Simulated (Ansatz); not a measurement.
**Ga13As13 zinc blende bond sphere (Ga13As13H30): geometry, orbitals and charge**

What does Ga13As13 zinc blende bond sphere (Ga13As13H30) look like as a singlet, and where do its frontier electrons sit?

The runs use Ansatz 0.2.0, Gaussian basis; RKS PBE0-D4/def2-SVP.

The runs, in order: relaxation at PBE-D4/def2-SVP; a single point at PBE0-D4/def2-SVP.

1 further run of the same task is left out (set aside as unsound or not needed).

### 1 The starting structure

56 atoms, charge 0, spin multiplicity 1.

Atoms are counted from 1 here; the program's logs count them from 0.

Bond lengths: Ga1–As14 2.440 Å, Ga1–As15 2.462 Å, Ga1–As17 2.449 Å, Ga1–H27 1.559 Å, Ga2–As14 2.443 Å, Ga2–As16 2.474 Å, Ga2–As18 2.441 Å, Ga2–H28 1.520 Å, Ga3–As14 2.477 Å, Ga3–As19 2.449 Å, Ga3–H29 1.518 Å, Ga3–H30 1.533 Å, Ga4–As17 2.444 Å, Ga4–As19 2.429 Å, Ga4–As20 2.425 Å, Ga4–H31 1.527 Å, Ga5–As18 2.438 Å, Ga5–As19 2.453 Å and more. Angles: As14–Ga1–As15 109.0°, As14–Ga1–As17 110.3°, As14–Ga1–H27 109.4°, As15–Ga1–As17 109.8°, As15–Ga1–H27 108.6°, As17–Ga1–H27 109.7°, As14–Ga2–As16 108.6°, As14–Ga2–As18 110.2°, As14–Ga2–H28 110.5°, As16–Ga2–As18 109.0°, As16–Ga2–H28 107.8°, As18–Ga2–H28 110.6°, As14–Ga3–As19 109.1°, As14–Ga3–H29 108.7°, As14–Ga3–H30 109.4°, As19–Ga3–H29 109.4°, As19–Ga3–H30 110.1°, H29–Ga3–H30 110.1° and more.

The start is a built from a lattice or polyhedron geometry.

### 2 Optimising with PBE-D4/def2-SVP

in.yaml reads:

```yaml
crystal:
  periodic: [false, false, false]
  atoms:
    - {symbol: Ga, position_ang: [-2.112900, -2.105800, -0.701900]}
    - {symbol: Ga, position_ang: [-2.137700, 0.720400, -3.525200]}
    - {symbol: Ga, position_ang: [-4.951200, 0.715600, -0.701400]}
    - {symbol: Ga, position_ang: [-2.113700, 0.707300, 2.126300]}
    - {symbol: Ga, position_ang: [-2.129200, 3.529400, -0.714100]}
    - {symbol: Ga, position_ang: [0.715900, -2.117500, -3.536300]}
    - {symbol: Ga, position_ang: [0.695100, -4.947000, -0.706700]}
    - {symbol: Ga, position_ang: [0.702700, -2.098700, 2.133200]}
    - {symbol: Ga, position_ang: [3.491200, -2.146500, -0.709500]}
    - {symbol: Ga, position_ang: [0.700500, 0.710100, -0.703600]}
    - {symbol: Ga, position_ang: [0.738600, 3.515200, 2.112500]}
    - {symbol: Ga, position_ang: [3.562500, 0.716600, 2.128100]}
    - {symbol: Ga, position_ang: [0.699200, 0.682100, 4.945600]}
    - {symbol: As, position_ang: [-3.529000, -0.724000, -2.129600]}
    - {symbol: As, position_ang: [-0.706700, -3.544800, -2.120800]}
    - {symbol: As, position_ang: [-0.704200, -0.705100, -4.952000]}
    - {symbol: As, position_ang: [-0.696700, -0.692300, 0.710400]}
    - {symbol: As, position_ang: [-0.717900, 2.130300, -2.126900]}
    - {symbol: As, position_ang: [-3.517400, 2.103300, 0.719300]}
    - {symbol: As, position_ang: [-0.705900, 2.100600, 3.525900]}
    - {symbol: As, position_ang: [-0.704800, 4.948500, 0.690900]}
    - {symbol: As, position_ang: [2.102800, -0.702600, -2.126400]}
    - {symbol: As, position_ang: [2.122900, -3.519200, 0.680900]}
    - {symbol: As, position_ang: [2.123200, -0.687300, 3.526200]}
    - {symbol: As, position_ang: [4.932200, -0.694300, 0.709400]}
    - {symbol: As, position_ang: [2.132800, 2.114200, 0.683400]}
    - {symbol: H, position_ang: [-3.008900, -3.013900, 0.193900]}
    - {symbol: H, position_ang: [-3.004300, 1.571500, -4.438900]}
    - {symbol: H, position_ang: [-5.819000, -0.172100, 0.172600]}
    - {symbol: H, position_ang: [-5.832300, 1.602700, -1.589000]}
    - {symbol: H, position_ang: [-2.994100, -0.178400, 3.005800]}
    - {symbol: H, position_ang: [-3.011100, 4.436800, -1.629800]}
    - {symbol: H, position_ang: [1.593900, -3.006800, -4.442400]}
    - {symbol: H, position_ang: [-0.177300, -5.842000, 0.195200]}
    - {symbol: H, position_ang: [1.594100, -5.822200, -1.577700]}
    - {symbol: H, position_ang: [-0.176500, -3.020400, 2.984500]}
    - {symbol: H, position_ang: [4.447300, -3.008900, -1.606300]}
    - {symbol: H, position_ang: [1.598200, 4.418100, 3.020000]}
    - {symbol: H, position_ang: [4.421500, 1.596200, 2.996500]}
    - {symbol: H, position_ang: [-0.175200, -0.197800, 5.842200]}
    - {symbol: H, position_ang: [1.618800, 1.573100, 5.795300]}
    - {symbol: H, position_ang: [-4.399000, -1.545000, -3.012000]}
    - {symbol: H, position_ang: [-1.602000, -4.399400, -3.009600]}
    - {symbol: H, position_ang: [-1.590800, -1.588400, -5.814000]}
    - {symbol: H, position_ang: [0.165900, 0.176100, -5.824600]}
    - {symbol: H, position_ang: [0.159300, 2.992100, -3.011200]}
    - {symbol: H, position_ang: [-4.408100, 2.980100, 1.566800]}
    - {symbol: H, position_ang: [-1.561300, 2.996100, 4.407400]}
    - {symbol: H, position_ang: [-1.575500, 5.815600, 1.579800]}
    - {symbol: H, position_ang: [0.178300, 5.826200, -0.189300]}
    - {symbol: H, position_ang: [3.009400, 0.163100, -3.012800]}
    - {symbol: H, position_ang: [2.983400, -4.414100, 1.607600]}
    - {symbol: H, position_ang: [2.979300, -1.580800, 4.376100]}
    - {symbol: H, position_ang: [5.821900, -1.569700, 1.579700]}
    - {symbol: H, position_ang: [5.812500, 0.175400, -0.161400]}
    - {symbol: H, position_ang: [3.006900, 3.026500, -0.168800]}
basis:
  gaussian: {orbitals: def2-SVP, fitting: {mean_field: def2-universal-jkfit}}
hamiltonian: {xc: pbe, dispersion: d4}
scf: {lower_state_search: "off"}
output: {orbitals: {seedname: orbitals}}
relax: {f_tol: 0.03, max_steps: 70}
```

Started as:

```
$ ansatz run in.yaml --threads 11 --pin off --events-out ev --progress --plain --max-ram 174080MiB --backend cuda --devices 0, --max-vram 75GiB
```

Further steps of the session: Single point, PBE0-D4/def2-SVP.

Q: Predict the results of all the runs planned. Wanted: point group; commonest bond, hydrogen aside; HOMO, LUMO at PBE0-D4/def2-SVP; dipole at PBE-D4/def2-SVP.

The runs gave:

| quantity | value |
| --- | --- |
| point group | C3v |
| commonest bond, hydrogen aside | As–Ga, 37 of mean length 2.485 Å |
| HOMO, LUMO at PBE0-D4/def2-SVP | -6.81, -1.57 eV |
| dipole at PBE-D4/def2-SVP | 8.33 D |

**Reading.** The molecule keeps its bonding pattern by the stored test; the atoms moved 0.17 Å (rms), and the angle H34–Ga7–H35 went from 110° to 126°. No usable vibrations, so a minimum isn't proven. Whether this spin is the lowest isn't tested here.
